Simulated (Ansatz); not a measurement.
# GaHS: the cost of one run

Method: PBE0-D4/def2-TZVP structures, single points in def2-TZVPP, no counterpoise correction; program: Ansatz 0.2.0, Gaussian basis.

Levels: SPW92, PBE-D4, BLYP-D4, r2SCAN-D4, B97M-V, PBE0-D4, B3LYP-D4, r2SCAN0-D4, BHLYP-D4, CAM-B3LYP-D4, wB97X-V, wB97M-V, B2PLYP, PBE-QIDH, RPA on PBE, Hartree-Fock, MP2, CCSD, CCSD(T).

Cores are frozen in the correlated methods. Filled d shells of the heavier atoms are correlated. B3LYP uses VWN-RPA correlation. B2PLYP carries no dispersion term here.

56 further runs of the same task are left out: 56 set aside as unsound or not needed.

## (1) Starting geometry

The complex: 8 atoms, charge 0, spin multiplicity 1.

Atoms are counted from 1 here; the program's logs count them from 0.

Bond lengths: Ga1–S3 2.006 Å, Ga1–H5 1.533 Å, C2–H4 1.091 Å, C2–H6 1.091 Å, C2–H7 1.091 Å, C2–H8 1.090 Å. Angles: S3–Ga1–H5 178.6°, H4–C2–H6 110.0°, H4–C2–H7 110.0°, H4–C2–H8 109.1°, H6–C2–H7 109.8°, H6–C2–H8 108.9°, H7–C2–H8 108.9°.

As a file:

```
Ga   -2.0913    0.0558    0.4893
C     1.2924    0.0116   -0.2211
S    -2.8561   -0.9188   -1.0879
H     0.6080   -0.4609   -0.9267
H    -1.5404    0.8048    1.7084
H     1.2195   -0.4742    0.7528
H     1.0557    1.0719   -0.1236
H     2.3122   -0.0903   -0.5915
```

Its parts: GaHS holds atoms 1, 3, 5; CH4 holds atoms 2, 4, 6, 7, 8. Each part counts its atoms afresh in its own runs.

## (2) Relaxing GaHS alone

File relax-a/in.yaml:

```yaml
crystal:
  periodic: [false, false, false]
  atoms:
    - {symbol: Ga, position_ang: [-2.091283, 0.055774, 0.489349]}
    - {symbol: S, position_ang: [-2.856059, -0.918802, -1.087880]}
    - {symbol: H, position_ang: [-1.540436, 0.804789, 1.708441]}
basis:
  gaussian: {orbitals: def2-TZVP}
hamiltonian: {xc: pbe0, dispersion: d4}
relax: {f_tol: 0.005, max_steps: 200}
```

On the command line:

```
$ ansatz run in.yaml --threads 4 --pin off --events-out ev --progress --plain --max-ram 9574MiB
```

**Question.** How long does this run take on 4 threads of Intel Xeon at 2.50GHz, shared host, and how much memory does it need?

About 12 s, with a peak of 0.41 GiB.
